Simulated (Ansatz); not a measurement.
**C₂H₆BBrSi: up Jacob's ladder to CCSD(T)**

One table from this session's results is given with a row withheld; the runs are named, their logs left out.

Program: Ansatz 0.2.0, Gaussian basis. Level of theory: functionals in def2-TZVPP, the program's frozen cores in correlated methods. These are calculated values, not measurements.

The runs, in order: PBE-D4, r2SCAN-D4, PBE0-D4, B3LYP-D4, ωB97X-V, ωB97M-V, B2PLYP; CCSD(T)/def2-TZVPP; MP2/def2-QZVPP; extrapolation to the limit.

## The relaxed structure

All runs share one geometry, relaxed beforehand with PBE0-D4 in a triple-zeta def2 set.

11 atoms, charge 0, spin multiplicity 1.

Atoms are counted from 1 here; the program's logs count them from 0.

Bond lengths: C1–Si2 1.864 Å, C1–H6 1.092 Å, C1–H7 1.094 Å, C1–H8 1.091 Å, Si2–B3 1.908 Å, Si2–C4 2.073 Å, Si2–H9 1.489 Å, B3–C4 1.472 Å, B3–H10 1.186 Å, C4–Br5 1.919 Å, C4–H11 1.089 Å. Angles: Si2–C1–H6 111.3°, Si2–C1–H7 108.6°, Si2–C1–H8 111.8°, H6–C1–H7 107.7°, H6–C1–H8 109.3°, H7–C1–H8 108.0°, C1–Si2–B3 131.3°, C1–Si2–C4 105.4°, C1–Si2–H9 110.0°, B3–Si2–C4 43.1°, B3–Si2–H9 118.6°, C4–Si2–H9 124.8°, Si2–B3–C4 74.4°, Si2–B3–H10 134.8°, C4–B3–H10 131.4°, Si2–C4–B3 62.4°, Si2–C4–Br5 141.9°, Si2–C4–H11 86.0° and more.

The first run:

File in.yaml:

```yaml
crystal:
  periodic: [false, false, false]
  atoms:
    - {symbol: C, position_ang: [-1.439432, 0.281689, 0.982283]}
    - {symbol: Si, position_ang: [0.352307, 0.526917, 0.529854]}
    - {symbol: B, position_ang: [1.676177, -0.704631, -0.078273]}
    - {symbol: C, position_ang: [0.663593, -0.653968, -1.145156]}
    - {symbol: Br, position_ang: [1.031800, -0.539520, -3.025113]}
    - {symbol: H, position_ang: [-2.093557, 0.897458, 0.361136]}
    - {symbol: H, position_ang: [-1.582563, 0.589676, 2.022065]}
    - {symbol: H, position_ang: [-1.739160, -0.763628, 0.895230]}
    - {symbol: H, position_ang: [0.711828, 1.968676, 0.631944]}
    - {symbol: H, position_ang: [2.861522, -0.704015, -0.120881]}
    - {symbol: H, position_ang: [-0.377015, -0.955755, -1.032589]}
basis:
  gaussian: {orbitals: def2-TZVPP}
hamiltonian: {xc: pbe, dispersion: d4}
output: {forces: true, orbitals: {seedname: orbitals}}
```

The run is started by

```sh
$ ansatz run in.yaml --threads 4 --pin off --events-out ev --progress --plain --max-ram 10444MiB
```

Steps of the session up to this table: PBE-D4 (GGA); r2SCAN-D4 (meta-GGA); PBE0-D4 (hybrid); B3LYP-D4 (hybrid); ωB97X-V (range-separated); ωB97M-V (range-separated); B2PLYP (double hybrid); CCSD(T) in def2-TZVPP; MP2 in def2-QZVPP.

One of the session's tables, all rows but one given; the rest of the session is left out.

| method | atomisation energy (eV) |
| --- | --- |
| PBE-D4 | 40.470 |
| r2SCAN-D4 | 39.942 |
| PBE0-D4 | 39.907 |
| B3LYP-D4 | 39.517 |
| ωB97X-V | 39.592 |
| ωB97M-V | 39.625 |
| B2PLYP | 39.071 |
| HF/def2-TZVPP | 29.142 |
| MP2/def2-TZVPP | 39.108 |
| CCSD/def2-TZVPP | 37.800 |
| CCSD(T)/def2-TZVPP | 38.464 |
| MP2/CBS | ? |
| CCSD(T)/CBS | 39.461 |

Estimate the missing values for MP2/CBS.

As computed: atomisation energy (eV): 40.105. In the column «atomisation energy (eV)» it lies between r2SCAN-D4 (39.942) and PBE-D4 (40.470).
